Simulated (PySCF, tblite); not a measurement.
# C₆H₈NO radical: geometry, infrared bands and EPR parameters

Aim: predict the infrared bands and EPR parameters of C₆H₈NO radical (`C/N=C\C1=C[CH]CO1`).

Computed with tblite 0.8.0 and PySCF 2.14.0, with density-fitted response routines of our own, on a single molecule in the gas phase. Atoms count from 0, in the outputs and in this text.

## (1) The molecule as given

16 atoms, charge 0, multiplicity 2; geometry from: force field or distance geometry start.

Bonds of the start (Å): C0–N1 1.45, N1–C2 1.28, C2–C3 1.49, C3–C4 1.34, C4–C5 1.42, C5–C6 1.49, C6–O7 1.45, O7–C3 1.40, C0–H8 1.10, C0–H9 1.10, C0–H10 1.08, C2–H11 1.11, C4–H12 1.07, C5–H13 1.07, C6–H14 1.10, C6–H15 1.09.

## (2) Geometry optimisation with GFN2-xTB

The job: settings as JSON, then the geometry in Å.

```
{"job": {"kind": "relax", "xc": "GFN2-xTB", "basis": "xTB"}, "charge": 0, "multiplicity": 2}
C      2.418100     1.022100    -0.152800
N      2.323500    -0.313500    -0.711500
C      1.206800    -0.933100    -0.683300
C     -0.141300    -0.510000    -0.195700
C     -1.199300    -1.323300    -0.264000
C     -2.307900    -0.626100     0.289300
C     -1.783800     0.703100     0.724500
O     -0.371700     0.730800     0.402100
H      1.778000     1.723000    -0.699600
H      2.160900     1.039900     0.919300
H      3.436200     1.382200    -0.251300
H      1.206200    -1.948700    -1.118800
H     -1.240400    -2.315500    -0.674500
H     -3.308100    -0.988100     0.380700
H     -1.897800     0.846200     1.810300
H     -2.287100     1.520000     0.214000
```

Started as:

```bash
$ OMP_NUM_THREADS=1 python probes_run.py task.json out
```

This one command runs all jobs of the session in turn.

The log of the run:

```text
step      E/eV     max force
  0    -648.25421    4.649
  1    -648.55794    1.075
  2    -648.59037    0.471
  3    -648.60907    0.478
  4    -648.61634    0.292
  5    -648.62052    0.228
  6    -648.62363    0.203
  7    -648.62565    0.112
  8    -648.62664    0.077
  9    -648.62770    0.105
 10    -648.62920    0.142
 11    -648.63094    0.173
 12    -648.63237    0.125
 13    -648.63318    0.051
 14    -648.63357    0.051
 15    -648.63384    0.044
 16    -648.63409    0.037
 17    -648.63432    0.033
 18    -648.63451    0.031
 19    -648.63466    0.025
 20    -648.63477    0.022
 21    -648.63484    0.018
 22    -648.63489    0.023
 23    -648.63496    0.031
 24    -648.63506    0.037
 25    -648.63521    0.035
 26    -648.63534    0.027
 27    -648.63546    0.029
 28    -648.63557    0.033
 29    -648.63570    0.036
 30    -648.63584    0.031
 31    -648.63592    0.020
 32    -648.63596    0.011
 33    -648.63598    0.010
 34    -648.63599    0.009
```

Run time: 0.41 s. Hardware: 1 thread of Arm Neoverse V1, shared host; peak memory 0.16 GiB.

Along the way: (not every step is listed)

| step | energy from step 0 (eV) | largest force (eV/Å) |
| --- | --- | --- |
| 0 | 0.0000 | 4.6487 |
| 1 | -0.3037 | 1.0751 |
| 2 | -0.3362 | 0.4712 |
| 3 | -0.3549 | 0.4782 |
| 4 | -0.3621 | 0.2915 |
| 5 | -0.3663 | 0.2279 |
| 6 | -0.3694 | 0.2026 |
| 7 | -0.3714 | 0.1121 |
| 8 | -0.3724 | 0.0766 |
| 10 | -0.3750 | 0.1417 |
| 12 | -0.3782 | 0.1248 |
| 14 | -0.3794 | 0.0506 |
| 16 | -0.3799 | 0.0373 |
| 18 | -0.3803 | 0.0309 |
| 20 | -0.3806 | 0.0217 |
| 22 | -0.3807 | 0.0227 |
| 24 | -0.3809 | 0.0374 |
| 26 | -0.3811 | 0.0266 |
| 28 | -0.3814 | 0.0333 |
| 29 | -0.3815 | 0.0355 |
| 30 | -0.3816 | 0.0307 |
| 31 | -0.3817 | 0.0197 |
| 32 | -0.3818 | 0.0114 |
| 33 | -0.3818 | 0.0100 |
| 34 | -0.3818 | 0.0091 |

Close pairs (by a distance rule), those that changed most:

| bond | before (Å) | after (Å) | change (Å) |
| --- | --- | --- | --- |
| C3–C4 | 1.336 | 1.417 | +0.081 |
| C2–C3 | 1.495 | 1.415 | -0.079 |
| C4–C5 | 1.422 | 1.353 | -0.069 |
| C6–O7 | 1.449 | 1.416 | -0.033 |
| C3–O7 | 1.396 | 1.366 | -0.031 |
| C0–N1 | 1.451 | 1.430 | -0.021 |
| C2–H11 | 1.105 | 1.086 | -0.019 |
| C6–H15 | 1.087 | 1.100 | +0.013 |

The next job starts from the end point, and lists it.

## (3) Infrared spectrum with GFN2-xTB

The job: settings as JSON, then the geometry in Å.

```
{"job": {"kind": "ir", "xc": "GFN2-xTB", "basis": "xTB"}, "charge": 0, "multiplicity": 2}
C      2.392804     1.042525    -0.140484
N      2.305958    -0.279137    -0.679835
C      1.194026    -0.923112    -0.682534
C     -0.091334    -0.558261    -0.215670
C     -1.266623    -1.348126    -0.264591
C     -2.282706    -0.641503     0.282260
C     -1.739382     0.680286     0.709576
O     -0.366990     0.647732     0.362513
H      1.731533     1.739805    -0.664256
H      2.113219     1.069130     0.917237
H      3.424877     1.377333    -0.247233
H      1.240375    -1.917758    -1.115607
H     -1.308517    -2.338346    -0.674628
H     -3.307206    -0.924146     0.412564
H     -1.830118     0.854234     1.791885
H     -2.217514     1.528289     0.197395
```

The log of the run:

```text
mode    cm-1     km/mol
  1      58.7      0.08
  2      91.3      2.11
  3     146.5      0.17
  4     162.1      0.04
  5     298.4     17.52
  6     298.6      2.87
  7     427.4      2.37
  8     531.3      2.81
  9     579.3      1.03
 10     697.3     15.91
 11     741.5     23.56
 12     779.8      1.45
 13     844.7      0.14
 14     856.8      4.71
 15     909.1     28.69
 16     948.3      2.82
 17     978.0      1.48
 18    1023.0     16.48
 19    1043.8     71.66
 20    1048.4      0.01
 21    1081.7     14.37
 22    1112.6      1.90
 23    1125.6     14.28
 24    1183.6     11.83
 25    1271.1      0.05
 26    1304.7     24.88
 27    1327.0     12.20
 28    1383.0     25.55
 29    1391.3     35.61
 30    1439.1      7.80
 31    1462.9      7.01
 32    1472.2      3.39
 33    1493.1     41.40
 34    1569.3     61.25
 35    2835.3     23.70
 36    2884.5     47.20
 37    2925.3     29.84
 38    2941.5     20.46
 39    3001.2     39.11
 40    3017.7     38.76
 41    3163.0      8.34
 42    3180.8      9.77
```

It took 0.48 s on 1 thread of Arm Neoverse V1, shared host; peak memory 0.16 GiB.

Which atoms move in the most intense modes:

| cm⁻¹ | km/mol | atoms |
| --- | --- | --- |
| 1044 | 71.7 | H12 35 %, C6 12 % |
| 1391 | 35.6 | C3 47 %, C4 15 %, C2 12 %, H11 10 % |
| 1493 | 41.4 | C5 34 %, C4 23 %, N1 16 %, C2 10 % |
| 1569 | 61.2 | C2 38 %, N1 29 %, C4 14 %, C5 14 % |
| 2884 | 47.2 | H14 49 %, H15 47 % |
| 2925 | 29.8 | H8 49 %, H9 43 % |
| 3001 | 39.1 | H10 92 % |
| 3018 | 38.8 | H11 93 % |

## (4) EPR parameters: B3LYP/pcH-1

Same as in step 3 but for these lines:

```diff
@@ -1,2 +1,2 @@
-{"job": {"kind": "ir", "xc": "GFN2-xTB", "basis": "xTB"}, "charge": 0, "multiplicity": 2}
+{"job": {"kind": "epr", "basis": "pcH-1"}, "charge": 0, "multiplicity": 2}
 C      2.392804     1.042525    -0.140484
```

Level: UKS B3LYP, pcH-1 on C H N O, non-relativistic, mean-field spin-orbit, GIAO.

The log of the run:

```text
UKS, coarse grid
  cycle   1  E = -363.28242485  |g| = 4.54e-01
  cycle   2  E = -363.12781288  |g| = 7.68e-01
  cycle   3  E = -363.36395374  |g| = 1.37e-01
  cycle   4  E = -363.37166452  |g| = 5.62e-02
  cycle   5  E = -363.37307072  |g| = 2.33e-02
  cycle   6  E = -363.37335300  |g| = 9.47e-03
  cycle   7  E = -363.37344294  |g| = 3.65e-03
  cycle   8  E = -363.37346656  |g| = 2.84e-03
  cycle   9  E = -363.37347329  |g| = 7.98e-04
UKS, final grid
  cycle   1  E = -363.37344710  |g| = 1.39e-03
  cycle   2  E = -363.37344460  |g| = 2.60e-03
  cycle   3  E = -363.37344817  |g| = 1.19e-04
  cycle   4  E = -363.37344818  |g| = 6.76e-05
  cycle   5  E = -363.37344819  |g| = 5.17e-05
  cycle   6  E = -363.37344819  |g| = 1.06e-05
E = -363.37344819 Eh   <S^2> = 0.7797 (exact 0.7500)
g shifts (ppm)      1          2          3
  rmc          -201       -201       -201
  gc            -13         41         37
  oz_so         -20       2072       2952
  total        -234       1912       2788
hyperfine (MHz)  atom isotope    a_iso     a_fc   dipolar eigenvalues
    0   13C     -13.46     -13.46     -0.84     -0.32      1.16
    1   14N      14.55      14.55    -17.19    -17.13     34.32
    2   13C     -32.63     -32.63    -20.14      6.91     13.23
    3   13C      41.34      41.34    -38.36    -37.37     75.73
    4   13C     -32.39     -32.39    -21.80     10.21     11.59
    5   13C      34.23      34.23    -32.19    -30.26     62.45
    6   13C     -22.77     -22.77     -0.51     -0.43      0.94
    7   17O     -16.52     -16.52    -46.74     22.18     24.56
    8    1H      48.22      48.22     -3.07     -0.12      3.19
    9    1H      48.06      48.06     -3.08     -0.11      3.18
   10    1H      -0.05      -0.05     -2.40     -2.19      4.59
   11    1H       4.28       4.28     -4.03     -0.84      4.87
   12    1H       7.98       7.98     -3.34     -1.21      4.55
   13    1H     -26.95     -26.95    -15.70     -0.38     16.08
   14    1H      90.82      90.82     -2.78     -0.59      3.37
   15    1H      91.02      91.02     -2.78     -0.59      3.37
```

Run time: 88 s. Hardware: 1 thread of Arm Neoverse V1, shared host; peak memory 1 GiB.

Principal g values 2.00209, 2.00423, 2.00511; g(iso) = 2.00381, against 2.00232 for a free electron.

Mean a(iso) over the nuclei that a row names, and the largest dipolar term of the row (other rows stand at the frozen geometry):

| nuclei | isotope | a(iso) (MHz) | a(iso) (G, at g = 2.0023) | largest dipolar term (MHz) |
| --- | --- | --- | --- | --- |
| H14, H15 | 1H | 90.9 | 32.4 | 3.4 |
| C3 | 13C | 41.3 | 14.7 | 75.7 |
| C5 | 13C | 34.2 | 12.2 | 62.4 |
| C2 | 13C | -32.6 | -11.6 | -20.1 |
| C4 | 13C | -32.4 | -11.6 | -21.8 |
| H8, H9, H10 | 1H | 32.1 | 11.4 | 4.6 |
| H13 | 1H | -26.9 | -9.6 | 16.1 |
| C6 | 13C | -22.8 | -8.1 | 0.9 |
| O7 | 17O | -16.5 | -5.9 | -46.7 |
| N1 | 14N | 14.6 | 5.2 | 34.3 |
| C0 | 13C | -13.5 | -4.8 | 1.2 |
| H12 | 1H | 8.0 | 2.8 | 4.5 |
| H11 | 1H | 4.3 | 1.5 | 4.9 |

Mulliken spin populations:

C0 -0.03; N1 0.37; C2 -0.15; C3 0.44; C4 -0.18; C5 0.39; C6 -0.05; O7 0.10; H8 0.02; H9 0.02; H10 0.00; H11 0.00; H12 0.01; H13 -0.02; H14 0.04; H15 0.04

In first order the couplings over 0.8 MHz of 1H, 14N give 288 distinct lines over 123.6 G, if the averaged nuclei exchange fast.

The fields below are evaluated on a grid from the run's orbitals.

ELF in a plane through or near 12 of the atoms.

Ten even steps from ' ' (0.00) to '@' (1.00):
```
                                                        
                                                        
                                                        
                                                        
                                                        
                                ::==--..                
        ::::..  ....    ..==::..==****::                
      **@@@@%%====++::  ++%%##**--++::::                
      @@@@@@@@##..**--  ==%%==##**==%%**==**##++        
      %%@@@@@@##::==::  ..++##++..**##--%%@@@@@@--      
      ..--::::--%%##==..====..++--**--..@@@@@@@@==      
            ::##++..%%==##**==%%**==%%++##@@@@%%..      
          ::##@@@@**####..##==##::==++::  ..::..        
          ::##%%%%::==%%@@++  --%%@@@@==                
            --++--  **@@@@@@  ::@@@@@@##                
                    ##@@@@@@    %%@@@@##                
                    ++@@@@##    ::####..                
                      ....                              
                                                        
                                                        
```
The map spans 12.5 Å across and 10.0 Å up, centred on the molecule. Atoms in the plane (x, y in Å): C0 (-2.6, 0.5), N1 (-2.3, -0.9), C2 (-1.0, -1.3), C3 (0.2, -0.6), C4 (1.5, -1.1), C5 (2.4, -0.1), C6 (1.6, 1.2), O7 (0.3, 0.8), H10 (-3.7, 0.6), H11 (-0.9, -2.4), H12 (1.7, -2.2), H13 (3.5, -0.1).

On the surface of density 0.002 e/bohr³ the electrostatic potential runs, from the 1st to the 99th percentile, from -1.99 V near N1 to 1.28 V near H13.

The spin density lies nearest to C3, C5 about 21 % each; N1 22 %; O7 8 %; C2, C4 about 7 % each (beta excess).

## (5) Outcome

| quantity | value |
| --- | --- |
| strongest single infrared mode (GFN2-xTB) | 1044 cm⁻¹, 72 km/mol |
| zero-point energy (GFN2-xTB) | 78.7 kcal/mol |
| g(iso) (B3LYP) | 2.00381 |
| ⟨S²⟩ | 0.780 (exact 0.75) |
| largest a(iso) (averaged by class) | 1H on H14, H15, 90.9 MHz |
| surface potential, 1st and 99th percentile | -1.99 V and 1.28 V |

**Reading.** Relaxing lowered the energy by 0.382 eV in 34 steps; the close pair that moved most is C3–C4, from 1.336 to 1.417 Å. No mode is imaginary among the 42: a minimum at this level. The strongest single mode, at 1044 cm⁻¹, is spread over many atoms; the largest shares are those of H12, C6. GFN2-xTB is a fitted tight-binding method: band positions and strengths are rough. Its intensities can rank the bands wrongly. The largest spin populations lie on C3 (0.44 e), C5 (0.39 e), N1 (0.37 e). The isotropic g lies 1.5 ppt above the free-electron value.
